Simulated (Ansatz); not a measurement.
**CH₇FSi₃: a ladder of functionals and wavefunction methods**

The task here is to estimate one member of a computed series from the others.

The runs use Ansatz 0.2.0, Gaussian basis; functionals in def2-TZVPP, the program's frozen cores in correlated methods.

The runs, in order: PBE-D4, r2SCAN-D4, PBE0-D4, B3LYP-D4, ωB97X-V, ωB97M-V, B2PLYP; CCSD(T)/def2-TZVPP; MP2/def2-QZVPP; extrapolation to the limit.

## Structure used throughout

An earlier PBE0-D4 in a triple-zeta def2 set relaxation fixed the geometry.

12 atoms, charge 0, spin multiplicity 1.

Atoms are counted from 1 here; the program's logs count them from 0.

Bond lengths: F1–C2 1.409 Å, C2–Si3 1.922 Å, C2–Si5 1.922 Å, C2–H6 1.092 Å, Si3–Si4 2.350 Å, Si3–H7 1.490 Å, Si3–H8 1.487 Å, Si4–Si5 2.350 Å, Si4–H9 1.485 Å, Si4–H10 1.487 Å, Si5–H11 1.487 Å, Si5–H12 1.490 Å. Angles: F1–C2–Si3 107.8°, F1–C2–Si5 107.8°, F1–C2–H6 108.2°, Si3–C2–Si5 96.5°, Si3–C2–H6 117.8°, Si5–C2–H6 117.8°, C2–Si3–Si4 88.7°, C2–Si3–H7 108.5°, C2–Si3–H8 114.4°, Si4–Si3–H7 110.0°, Si4–Si3–H8 123.2°, H7–Si3–H8 110.0°, Si3–Si4–Si5 75.2°, Si3–Si4–H9 120.1°, Si3–Si4–H10 113.7°, Si5–Si4–H9 120.1°, Si5–Si4–H10 113.7°, H9–Si4–H10 110.2° and more.

Set-up of the first run:

The input, in.yaml:

```yaml
crystal:
  periodic: [false, false, false]
  atoms:
    - {symbol: F, position_ang: [-1.700554, -0.043032, 1.399120]}
    - {symbol: C, position_ang: [-0.776019, 0.799971, 0.751131]}
    - {symbol: Si, position_ang: [-0.825532, 0.394944, -1.127103]}
    - {symbol: Si, position_ang: [0.685616, -1.361017, -0.733424]}
    - {symbol: Si, position_ang: [0.985521, 0.104406, 1.078910]}
    - {symbol: H, position_ang: [-0.981312, 1.828458, 1.055121]}
    - {symbol: H, position_ang: [-0.144736, 1.495680, -1.865869]}
    - {symbol: H, position_ang: [-2.191786, 0.185057, -1.674167]}
    - {symbol: H, position_ang: [1.801098, -1.609743, -1.681954]}
    - {symbol: H, position_ang: [0.030367, -2.643295, -0.364366]}
    - {symbol: H, position_ang: [1.212368, -0.361082, 2.472409]}
    - {symbol: H, position_ang: [1.981671, 1.154551, 0.724290]}
basis:
  gaussian: {orbitals: def2-TZVPP}
hamiltonian: {xc: pbe, dispersion: d4}
output: {forces: true, orbitals: {seedname: orbitals}}
```

The run is started by

```bash
ansatz run in.yaml --threads 4 --pin off --events-out ev --progress --plain --max-ram 10444MiB
```

Steps of the session up to this table: PBE-D4 (GGA); r2SCAN-D4 (meta-GGA); PBE0-D4 (hybrid); B3LYP-D4 (hybrid); ωB97X-V (range-separated); ωB97M-V (range-separated); B2PLYP (double hybrid); CCSD(T) in def2-TZVPP; MP2 in def2-QZVPP.

One of the session's tables, all rows but one given; the rest of the session is left out.

It belongs to the step «Atomisation energies». 

```
            method  atomisation energy (kcal/mol)
            PBE-D4                          920.6
         r2SCAN-D4                          917.6
           PBE0-D4                          911.3
          B3LYP-D4                          911.8
           ωB97X-V                          924.4
           ωB97M-V                          915.7
            B2PLYP                          898.2
     HF/def2-TZVPP                          672.6
    MP2/def2-TZVPP                          892.1
   CCSD/def2-TZVPP                          876.8
CCSD(T)/def2-TZVPP                          889.2
           MP2/CBS                              ?
       CCSD(T)/CBS                          914.9
```

Estimate the missing values for MP2/CBS.

**Answer.** atomisation energy (kcal/mol): 917.8. In the column «atomisation energy (kcal/mol)» it lies between r2SCAN-D4 (917.6) and PBE-D4 (920.6).

Limits of these values: Free atoms (1 F, 1 C, 3 Si, 7 H) were run apart at each level; the atomisation energy is their sum less the molecule, without zero-point or spin-orbit terms.
